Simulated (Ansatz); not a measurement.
# InGaAs2: the cost of one run

Computed with Ansatz 0.2.0 (DFT LDA, scalar-relativistic, plane waves, PAW, unless a step's input says otherwise).

1 further run of the same task is left out (it didn't finish).

### 1 The starting structure

The structure is tetragonal, space group P-4m2 (No. 115). Conventional cell: a = 4.225 Å, b = 4.225 Å, c = 5.962 Å, α = 90.00°, β = 90.00°, γ = 90.00°. Around In (site symmetry -4m2) lie 4 As at 2.65 Å. Around Ga (site symmetry -4m2) lie 4 As at 2.52 Å. Around As (site symmetry 2mm) lie 2 Ga at 2.52 Å and 2 In at 2.65 Å.

As a file:

```
CELL_PARAMETERS angstrom
4.22500 0.00000 0.00000
0.00000 4.22500 0.00000
0.00000 0.00000 5.96215
ATOMIC_POSITIONS crystal
In 0.00000 0.00000 0.50000
Ga 0.50000 0.50000 0.00000
As 0.50000 0.00000 0.76848
As 0.00000 0.50000 0.23153
```

The structure comes from the Materials Project (structure only).

(A quick probe on a coarse mesh, which set the mesh and smearing, is not shown.)

### 3 Full relaxation

Input file input.yaml:

```yaml
crystal:
  lattice:
    - [4.2250012014, 0.0, 0.0]
    - [0.0, 4.2250012014, 0.0]
    - [0.0, 0.0, 5.962148]
  atoms:
    - { symbol: In, position: [0.0, 0.0, 0.5] }
    - { symbol: Ga, position: [0.5, 0.5, 0.0] }
    - { symbol: As, position: [0.5, 0.0, 0.768475] }
    - { symbol: As, position: [0.0, 0.5, 0.231525] }
basis:
  ecutwfc: 420
kpoints:
  mp_grid: { grid: [10, 10, 8] }
hamiltonian:
  xc: lda
  pseudopotentials: { kind: paw }
scf:
  occupations: { method: gaussian, width: 0.1 }
output:
  forces: true
  stress: true
  eigenvalues: true
  write_density: true
  write_potential: true
  elf: true
  volumetric_format: npy
relax:
  adjacent_minimum: "off"
  f_tol: 0.005
  max_steps: 80
  cell: { stress_tol: 0.05 }
```

Launch:

```
$ ansatz run input.yaml --threads 1 --pin off --max-ram 2048MiB --backend cpu --events-out ev --progress --plain --runs-dir out
```

Q: Estimate wall time and peak memory on 1 thread of Arm Neoverse N1, shared host.

About 7.8 min, with a peak of 0.58 GiB.
